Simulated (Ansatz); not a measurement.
Relaxation of a periodic cell of 17 atoms, Mg$_{9}$O$_{8}$ (host MgO, host structure Fm-3m, interstitial Mg), to a largest force component of 0.03 eV/Å in at most 60 steps.

All numbers below come from DFT LDA, scalar-relativistic, plane waves, PAW (Ansatz 0.2.0). Settings: PAW set soft_1, cutoff 420 eV, k mesh 3x3x3, fermi-dirac smearing 0.02 eV, no spin polarisation.

```xyz
17
Lattice="0.0000 4.3520 4.3520 4.3520 0.0000 4.3520 4.3520 4.3520 0.0000" Properties=species:S:1:pos:R:3:forces:R:3
Mg 0.000 0.000 0.000 0.55 -0.51 -0.50
O 2.176 2.176 2.176 0.04 -0.03 -0.03
Mg 2.176 2.176 0.000 5.31 -5.69 5.12
O 4.352 4.352 2.176 0.23 -0.23 0.24
Mg 2.176 0.000 2.176 5.17 5.03 -5.58
O 4.352 2.176 4.352 0.19 0.20 -0.19
Mg 4.352 2.176 2.176 -4.29 -4.40 -4.44
O 6.528 4.352 4.352 0.38 0.38 0.37
Mg 0.000 2.176 2.176 0.49 0.51 0.52
O 2.176 4.352 4.352 0.03 0.03 0.03
Mg 2.176 4.352 2.176 -0.50 -0.48 0.56
O 4.352 6.528 4.352 -0.03 -0.03 0.04
Mg 2.176 2.176 4.352 -0.51 0.56 -0.48
O 4.352 4.352 6.528 -0.03 0.04 -0.03
Mg 4.352 4.352 4.352 -6.06 5.64 5.59
O 6.528 6.528 6.528 -0.33 0.34 0.34
Mg 5.465 3.319 3.328 -0.64 -1.36 -1.57
```

Where does it end, and by what steps?

It converged. The force dipped under the threshold on the way, but the program's further checks kept it going. Limits of this set-up: PAW files made for another functional, a small cell, in which the defect meets its images. After 10 steps the energy has fallen by 5.943 eV; Mg15 moved furthest, 0.67 Å. Parted: O4–Mg15 (2.18 → 2.86 Å), O6–Mg15 (2.18 → 2.86 Å), O8–Mg15 (2.18 → 2.86 Å).

| step | energy less start (eV) | largest force component (eV/Å) | accepted |
| --- | --- | --- | --- |
| 0 | 0.0000 | 6.056 | yes |
| 1 | -4.1701 | 3.004 | yes |
| 2 | -5.1250 | 1.036 | yes |
| 3 | -5.6563 | 0.340 | yes |
| 4 | -5.7763 | 0.377 | yes |
| 5 | -5.6803 | 1.082 | no |
| 6 | -5.8760 | 0.273 | yes |
| 7 | -5.9346 | 0.084 | yes |
| 8 | -5.9368 | 0.147 | yes |
| 9 | -5.9432 | 0.026 | yes |
| 10 | -5.9432 | 0.026 | yes |

```xyz
17
Lattice="0.0000 4.3520 4.3520 4.3520 0.0000 4.3520 4.3520 4.3520 0.0000" Properties=species:S:1:pos:R:3
Mg 0.061 -0.056 -0.055
O 2.219 2.138 2.138
Mg 2.289 2.067 0.057
O 4.417 4.290 1.955
Mg 2.288 0.057 2.068
O 4.417 1.953 4.289
Mg 4.299 2.069 2.069
O 6.757 4.291 4.291
Mg 0.043 2.122 2.122
O 2.113 4.357 4.358
Mg 2.235 4.313 2.121
O 4.352 6.596 4.358
Mg 2.236 2.120 4.314
O 4.352 4.357 6.597
Mg 3.967 4.743 4.744
O 6.452 6.608 6.608
Mg 5.192 3.518 3.519
```

Whether the end is a true minimum wasn't checked by a vibrational analysis.

Time of the run: 81 s on 2 threads of AMD EPYC 7R43 64-Core Processor (Zen 3), on a shared host, peak memory 0.55 GiB.
